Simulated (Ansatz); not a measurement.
# ZnHCl (SMILES [Cl][ZnH]): single points off equilibrium

An exercise on one series of results from a longer session: the logs are not shown, and one member is left open.

Method: single points in def2-TZVPP; program: Ansatz 0.2.0, Gaussian basis.

Cores are frozen in the correlated methods. The 3s and 3p shells of Cu and Zn are frozen; filled d shells are correlated.

## Where the work starts

SMILES `[Cl][ZnH]`, 3 atoms, charge 0, spin multiplicity 1.

Atoms are counted from 1 here; the program's logs count them from 0.

Bond lengths: Cl1–Zn2 2.025 Å, Zn2–H3 1.530 Å. Angles: Cl1–Zn2–H3 175.7°.

As a file:

```xyz
3
charge 0, multiplicity 1
Cl    1.6102   -0.5504    0.7483
Zn   -0.1256    0.0409   -0.1112
H    -1.4581    0.3773   -0.7831
```

The first run:

Input file run/in.yaml:

```yaml
crystal:
  periodic: [false, false, false]
  atoms:
    - {symbol: Cl, position_ang: [1.610200, -0.550400, 0.748300]}
    - {symbol: Zn, position_ang: [-0.125600, 0.040900, -0.111200]}
    - {symbol: H, position_ang: [-1.458100, 0.377300, -0.783100]}
basis:
  gaussian: {orbitals: def2-TZVPP}
correlation: {method: ccsd_t, frozen_orbitals: {Cl: 5, H: 0, Zn: 9}}
output: {forces: true}
```

No record of the launch command was kept for these runs.

Steps of the session up to this table: CCSD(T)/def2-TZVPP; PBE0-D4/def2-TZVPP; wB97M-V/def2-TZVPP; r2SCAN-D4/def2-TZVPP; PBE-D4/def2-TZVPP; SPW92/def2-TZVPP; LC-wPBE/def2-TZVPP.

One of the session's tables, all rows but one given; the rest of the session is left out.

| method | RMS force component (eV/Å) | angle to CCSD(T) forces (°) | dipole (D) |
| --- | --- | --- | --- |
| CCSD(T) | 0.803 | reference | 1.36 |
| PBE0-D4 | 0.709 | 1.9 | 1.41 |
| wB97M-V | 0.763 | 0.5 | 1.39 |
| r2SCAN-D4 | 0.696 | 5.3 | 1.39 |
| PBE-D4 | ? | ? | ? |
| SPW92 | 0.502 | 13.0 | 1.38 |
| LC-wPBE | 0.619 | 7.3 | 1.43 |

Q: Estimate the row for PBE-D4 from the others.

As computed: RMS force component (eV/Å): 0.744; angle to CCSD(T) forces (°): 2.1; dipole (D): 1.30. In the column «RMS force component (eV/Å)» it lies between PBE0-D4 (0.709) and wB97M-V (0.763).
